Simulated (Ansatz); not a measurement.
# TePtS: the cost of one run

Program: Ansatz 0.2.0. PAW datasets, plane waves. The calculation is spin-unpolarised, and the structure need not be a phase that has been made.

**1. Starting point**

The unstrained cell was relaxed with r2SCAN; in each strained cell the atoms were relaxed again with r2SCAN. Names of k-points are those of the unstrained zone, where strain can split equivalent points. First state: +0.5 % strain along x alone.

The sheet's in-plane cell has a = 3.792 Å, b = 3.778 Å (γ = 120.1°), and its outermost atoms lie 2.63 Å apart along the normal. Around Pt lie 3 S at 2.49 Å and 3 Te at 2.61 Å; around S lie 3 Pt at 2.49 Å; around Te lie 3 Pt at 2.61 Å.

The structure in full:

```
Pt S Te
1.0
     3.79226    0.00000    0.00000
    -1.89613    3.26785    0.00000
     0.00000    0.00000   30.10577
Pt S Te
1 1 1
Direct
  0.00016 0.00032 0.30149
  0.33369 0.66737 0.34134
  0.66615 0.33231 0.25401
```
Two periodic directions, a and b.

From earlier runs on the unstrained cell: PBE 0.92 eV, r2SCAN 1.07 eV, HSE06 1.49 eV; a = 3.773 Å.

**2. +0.5 % strain along x alone: PBE**

Contents of input.yaml:

```yaml
crystal:
  lattice:
    - [3.7922560449, 0.0, 0.0]
    - [-1.8961280225, 3.2678508184, 0.0]
    - [0.0, 0.0, 30.1057745008]
  atoms:
    - { symbol: Pt, position: [0.0001580729, 0.0003161457, 0.3014890497] }
    - { symbol: S, position: [0.3336871227, 0.6673742455, 0.3413422626] }
    - { symbol: Te, position: [0.6661548044, 0.3323096088, 0.2540066017] }
  periodic: [true, true, false]
kpoints:
  mp_grid: { grid: [12, 12, 1] }
  band_path:
    path:
      - [0.0, 0.0, 0.0]
      - [0.5, 0.0, 0.0]
      - [0.3333333333, 0.3333333333, 0.0]
      - [0.2, 0.0, 0.0]
      - [-0.125, 0.25, 0.0]
    npoints: 1
hamiltonian:
  xc: pbe
scf:
  occupations: { method: fermi_dirac, width: 0.02 }
  n_extra_bands: 4
output:
  forces: true
  stress: true
  eigenvalues: true
```

Started as:

```console
$ ansatz run input.yaml --threads 4 --pin off --max-ram 5529MiB --backend cpu --events-out ev --progress --plain --runs-dir out
```

What time and memory should one allow on 4 threads of Arm Neoverse V2, shared host?

About 12 s, with a peak of 0.82 GiB.
